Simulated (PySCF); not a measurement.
# C8H18O3Si: the cost of one run

Programs: PySCF 2.14.0, with density-fitted response routines of our own. Each step states its level of theory. These are calculated values for one molecule in the gas phase, unless marked as measured. Atoms count from 0, in the outputs and in this text.

## 1. Starting geometry

30 atoms, charge 0, multiplicity 1; geometry from: GFN2-xTB.

Bonds of the start (Å): C0–C1 1.32, C1–Si2 1.89, Si2–O3 1.64, O3–C4 1.41, C4–C5 1.52, Si2–O6 1.62, O6–C7 1.41, C7–C8 1.52, Si2–O9 1.62, O9–C10 1.41, C10–C11 1.52, C0–H12 1.08, C0–H13 1.08, C1–H14 1.08, C4–H15 1.10, C4–H16 1.10, C5–H17 1.09, C5–H18 1.09, C5–H19 1.09, C7–H20 1.10, C7–H21 1.10, C8–H22 1.09, C8–H23 1.09, C8–H24 1.09, C10–H25 1.10, C10–H26 1.10, C11–H27 1.09, C11–H28 1.09, C11–H29 1.09.

## 2. Geometry optimisation at PBE0-D3(BJ)/def2-SVP

The job: settings as JSON, then the geometry in Å.

```
{"job": {"xc": "PBE0", "basis": "def2-SVP", "d3": "d3bj", "grid": 1, "kind": "geom"}, "charge": 0, "multiplicity": 1}
C      1.042060    -2.215030    -1.864450
C      0.463320    -1.024910    -1.889040
Si    -0.057180    -0.084410    -0.340260
O      1.029900    -0.241830     0.871800
C      2.396240     0.093190     0.833130
C      3.038570    -0.247750     2.169110
O     -1.466720    -0.562700     0.302500
C     -1.785180    -1.817560     0.852760
C     -3.276500    -1.872550     1.146280
O     -0.232890     1.426910    -0.894090
C     -0.697010     2.565420    -0.210310
C     -0.286230     3.813140    -0.977200
H      1.321610    -2.748390    -2.761190
H      1.267210    -2.714120    -0.934540
H      0.264580    -0.571760    -2.851390
H      2.882740    -0.461890     0.022400
H      2.502580     1.163550     0.618750
H      4.094110     0.009820     2.148800
H      2.551380     0.303620     2.968950
H      2.933650    -1.310830     2.369010
H     -1.206160    -1.964570     1.770810
H     -1.507540    -2.605450     0.142800
H     -3.545200    -1.093930     1.854850
H     -3.537430    -2.841290     1.563580
H     -3.839350    -1.714260     0.230300
H     -1.787830     2.503420    -0.130940
H     -0.283180     2.586920     0.804030
H      0.797550     3.890870    -1.012470
H     -0.691910     4.697330    -0.493310
H     -0.660950     3.757260    -1.995490
```

Q: Estimate the wall time of this first job on 8 threads of Intel Xeon at 2.50GHz (Skylake/Cascade Lake), shared host.

About 9 min.
